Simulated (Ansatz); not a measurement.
# BH₄NSSi: taking an electron away

The task here is to estimate one member of a computed series from the others.

Computed with Ansatz 0.2.0, Gaussian basis. Level: unrestricted cation, the program's frozen cores in correlated methods.

Levels to be run: UKS PBE-D4/def2-TZVPP; UKS r2SCAN-D4/def2-TZVPP; UKS PBE0-D4/def2-TZVPP; UKS B3LYP-D4/def2-TZVPP; UKS wB97X-V/def2-TZVPP; UKS wB97M-V/def2-TZVPP; UKS B2PLYP/def2-TZVPP; UHF-MP2/def2-TZVPP; UHF-MP2/def2-QZVPP; then −ε(HOMO) from the neutral's earlier runs with LDA (SPW92), PBE-D4, revPBE-D4, BLYP-D4, r2SCAN-D4, B97M-V, PBE0-D4, B3LYP-D4, r2SCANh-D4, r2SCAN0-D4, HSE06-D4, BHLYP-D4, CAM-B3LYP-D4, LC-ωPBE, ωB97X-V, ωB97M-V.

1 further run of the same task is left out (it didn't finish).

## Structure used throughout

All runs share one geometry, relaxed beforehand with PBE0-D4 in a triple-zeta def2 set.

8 atoms, charge 0, spin multiplicity 1.

Atoms are counted from 1 here; the program's logs count them from 0.

Bond lengths: N1–B2 1.381 Å, N1–H5 1.007 Å, N1–H6 1.004 Å, B2–Si3 1.930 Å, B2–S4 1.806 Å, Si3–S4 2.163 Å, Si3–H7 1.484 Å, Si3–H8 1.484 Å. Angles: B2–N1–H5 123.1°, B2–N1–H6 122.5°, H5–N1–H6 114.3°, N1–B2–Si3 154.1°, N1–B2–S4 135.2°, Si3–B2–S4 70.7°, B2–Si3–S4 52.0°, B2–Si3–H7 124.1°, B2–Si3–H8 124.1°, S4–Si3–H7 114.8°, S4–Si3–H8 114.7°, H7–Si3–H8 110.7°, B2–S4–Si3 57.3°.

Set-up of the first run:

Contents of in.yaml:

```yaml
crystal:
  periodic: [false, false, false]
  atoms:
    - {symbol: N, position_ang: [-0.610155, 1.583461, -0.302397]}
    - {symbol: B, position_ang: [-0.166143, 0.275486, -0.280383]}
    - {symbol: Si, position_ang: [0.608923, -1.281224, 0.556670]}
    - {symbol: S, position_ang: [-0.081631, -1.068972, -1.482527]}
    - {symbol: H, position_ang: [-1.004075, 2.017230, -1.120919]}
    - {symbol: H, position_ang: [-0.566061, 2.182659, 0.502592]}
    - {symbol: H, position_ang: [2.067817, -1.511040, 0.697664]}
    - {symbol: H, position_ang: [-0.156575, -2.254800, 1.373499]}
basis:
  gaussian: {orbitals: def2-TZVPP}
total_charge: 1
magnetization: {spin_polarized: true, initial_magnetization: 1}
hamiltonian: {xc: pbe, dispersion: d4}
```

Steps of the session up to this table: Cation, UKS PBE-D4/def2-TZVPP; Cation, UKS r2SCAN-D4/def2-TZVPP; Cation, UKS PBE0-D4/def2-TZVPP; Cation, UKS B3LYP-D4/def2-TZVPP; Cation, UKS wB97X-V/def2-TZVPP; Cation, UKS wB97M-V/def2-TZVPP; Cation, UKS B2PLYP (frozen core)/def2-TZVPP; Cation, UHF-MP2/def2-TZVPP; Cation, UHF-MP2/def2-QZVPP.

One table of the session follows, with a row left open; its other results are not shown here.

It belongs to the step «Ionisation energies side by side». For comparison, −ε(HOMO) of the neutral from earlier runs:

| functional | −ε(HOMO) (eV) |
| --- | --- |
| LDA (SPW92) | 5.98 |
| PBE-D4 | 5.86 |
| revPBE-D4 | 5.81 |
| BLYP-D4 | 5.70 |
| r2SCAN-D4 | 6.06 |
| B97M-V | 6.11 |
| PBE0-D4 | 6.93 |
| B3LYP-D4 | 6.72 |
| r2SCANh-D4 | 6.46 |
| r2SCAN0-D4 | 7.06 |
| HSE06-D4 | 6.54 |
| BHLYP-D4 | 7.88 |
| CAM-B3LYP-D4 | 8.18 |
| LC-ωPBE | 9.48 |
| ωB97X-V | 9.15 |
| ωB97M-V | ? |

Estimate the missing values for ωB97M-V.

The run gave: −ε(HOMO) (eV): 8.96. In the column «−ε(HOMO) (eV)» it lies between CAM-B3LYP-D4 (8.18) and ωB97X-V (9.15).
